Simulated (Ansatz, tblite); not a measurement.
# Ge14H20 off sphere (Ge₁₄H₂₀): one state, many levels

An exercise on one series of results from a longer session: the logs are not shown, and one member is left open.

Method: as each input shows; program: Ansatz 0.2.0, Gaussian basis.

The runs, in order: GFN1-xTB, GFN2-xTB, PBE-D4/def2-TZVP, r2SCAN-D4/def2-TZVP, B97M-V/def2-TZVP, LDA/def2-TZVP, PBE-D4/def2-SVP, PBE0-D4/def2-SVP, HF/STO-3G, HF/6-31G, B3LYP-D4/6-31G, MP2/def2-SVP, RPA/def2-SVP.

1 further run of the same task is left out (set aside as unsound or not needed).

## The geometry

The singlet was relaxed beforehand with PBE-D4/def2-SVP.

34 atoms, charge 0, spin multiplicity 1.

Bond lengths: Ge1–Ge9 2.448 Å, Ge1–Ge10 2.447 Å, Ge1–H15 1.558 Å, Ge1–H16 1.558 Å, Ge2–Ge8 2.447 Å, Ge2–Ge11 2.447 Å, Ge2–Ge12 2.447 Å, Ge2–H17 1.561 Å, Ge3–Ge9 2.450 Å, Ge3–Ge11 2.448 Å, Ge3–Ge13 2.450 Å, Ge3–H18 1.562 Å, Ge4–Ge8 2.448 Å, Ge4–Ge9 2.450 Å, Ge4–Ge14 2.450 Å, Ge4–H19 1.562 Å, Ge5–Ge10 2.447 Å, Ge5–Ge14 2.448 Å and more. Angles: Ge9–Ge1–Ge10 109.4°, Ge9–Ge1–H15 109.7°, Ge9–Ge1–H16 109.8°, Ge10–Ge1–H15 110.0°, Ge10–Ge1–H16 109.9°, H15–Ge1–H16 108.0°, Ge8–Ge2–Ge11 109.5°, Ge8–Ge2–Ge12 109.5°, Ge8–Ge2–H17 109.5°, Ge11–Ge2–Ge12 109.3°, Ge11–Ge2–H17 109.5°, Ge12–Ge2–H17 109.5°, Ge9–Ge3–Ge11 110.3°, Ge9–Ge3–Ge13 108.8°, Ge9–Ge3–H18 109.0°, Ge11–Ge3–Ge13 110.1°, Ge11–Ge3–H18 109.6°, Ge13–Ge3–H18 109.0° and more.

PBE0-D4/def2-TZVP was run before; its log isn't repeated, and its numbers join the tables.

The first run:

Tight binding, by tblite at 300 K electronic temperature and without a spin-polarisation term:

```python
tblite.interface.Calculator('GFN1-xTB', numbers, positions, charge=0, uhf=0).singlepoint()
```

Tight binding, by tblite at 300 K electronic temperature and without a spin-polarisation term:

```python
tblite.interface.Calculator('GFN2-xTB', numbers, positions, charge=0, uhf=0).singlepoint()
```

start.molden holds the orbitals of an earlier run on this state, given as this run's starting guess.

Contents of in.yaml:

```yaml
crystal:
  periodic: [false, false, false]
  atoms:
    - {symbol: Ge, position_ang: [0.713266, -3.542151, 0.713723]}
    - {symbol: Ge, position_ang: [-2.128474, 2.130681, -2.126263]}
    - {symbol: Ge, position_ang: [0.691312, -0.697605, -2.121618]}
    - {symbol: Ge, position_ang: [-2.123858, -0.695397, 0.697538]}
    - {symbol: Ge, position_ang: [0.717461, -0.719528, 3.539034]}
    - {symbol: Ge, position_ang: [0.695326, 2.120084, 0.697486]}
    - {symbol: Ge, position_ang: [3.540510, -0.715873, 0.711763]}
    - {symbol: Ge, position_ang: [-3.540826, 0.719333, -0.711556]}
    - {symbol: Ge, position_ang: [-0.700069, -2.123077, -0.694759]}
    - {symbol: Ge, position_ang: [2.129974, -2.131053, 2.124446]}
    - {symbol: Ge, position_ang: [-0.715369, 0.718451, -3.539525]}
    - {symbol: Ge, position_ang: [-0.711523, 3.541266, -0.715263]}
    - {symbol: Ge, position_ang: [2.118900, 0.694135, -0.696988]}
    - {symbol: Ge, position_ang: [-0.695317, 0.693431, 2.123929]}
    - {symbol: H, position_ang: [1.598089, -4.458299, -0.183482]}
    - {symbol: H, position_ang: [-0.180075, -4.456595, 1.604215]}
    - {symbol: H, position_ang: [-3.029574, 3.032917, -3.026999]}
    - {symbol: H, position_ang: [1.595990, -1.602928, -3.017339]}
    - {symbol: H, position_ang: [-3.021030, -1.599200, 1.602304]}
    - {symbol: H, position_ang: [-0.176826, -1.609072, 4.453491]}
    - {symbol: H, position_ang: [1.605654, 0.174515, 4.455036]}
    - {symbol: H, position_ang: [1.602975, 3.013503, 1.602110]}
    - {symbol: H, position_ang: [4.457375, -1.601560, -0.183817]}
    - {symbol: H, position_ang: [4.453702, 0.180241, 1.600740]}
    - {symbol: H, position_ang: [-4.460126, -0.172848, -1.598231]}
    - {symbol: H, position_ang: [-4.451948, 1.609369, 0.185656]}
    - {symbol: H, position_ang: [-1.606330, -3.018098, -1.599202]}
    - {symbol: H, position_ang: [3.031943, -3.033092, 3.024513]}
    - {symbol: H, position_ang: [-1.601940, -0.170693, -4.461769]}
    - {symbol: H, position_ang: [0.184946, 1.608559, -4.447525]}
    - {symbol: H, position_ang: [0.188373, 4.449233, -1.605828]}
    - {symbol: H, position_ang: [-1.595653, 4.463591, 0.176219]}
    - {symbol: H, position_ang: [3.011932, 1.599953, -1.603875]}
    - {symbol: H, position_ang: [-1.598807, 1.597806, 3.021835]}
basis:
  gaussian: {orbitals: def2-TZVP, fitting: {mean_field: def2-universal-jkfit}, initial_orbitals: start.molden}
hamiltonian: {xc: pbe, dispersion: d4}
scf: {omitted_lower_state_checks: [starts]}
output: {forces: true, orbitals: {seedname: orbitals}}
```

Run with:

```
ansatz run in.yaml --threads 4 --pin off --events-out ev --progress --plain --max-ram 66560MiB --backend cuda --devices 0, --max-vram 37GiB
```

Steps of the session up to this table: PBE-D4/def2-TZVP; r2SCAN-D4/def2-TZVP; B97M-V/def2-TZVP; LDA/def2-TZVP; PBE-D4/def2-SVP; PBE0-D4/def2-SVP; HF/STO-3G; HF/6-31G; B3LYP-D4/6-31G; MP2/def2-SVP; RPA/def2-SVP.

One table of the session follows, with a row left open; its other results are not shown here.

It belongs to the step «Binding energy». 

| level | binding an atom (eV) |
| --- | --- |
| HF/STO-3G | 3.772 |
| HF/6-31G | 1.893 |
| HF/def2-SVP | 2.040 |
| LDA/def2-TZVP | 3.306 |
| PBE-D4/def2-SVP | 2.890 |
| PBE-D4/def2-TZVP | 2.890 |
| r2SCAN-D4/def2-TZVP | 2.931 |
| B97M-V/def2-TZVP | 2.939 |
| B3LYP-D4/6-31G | 2.815 |
| PBE0-D4/def2-SVP | 2.892 |
| PBE0-D4/def2-TZVP | 2.892 |
| MP2/def2-SVP | ? |

Estimate the missing values for MP2/def2-SVP.

**Answer.** binding an atom (eV): 2.709. In the column «binding an atom (eV)» it lies between HF/def2-SVP (2.040) and B3LYP-D4/6-31G (2.815).

Limits of these values: Free atoms were run apart at each level; binding is atoms less cluster, divided by the number of atoms, without zero-point or spin-orbit terms.
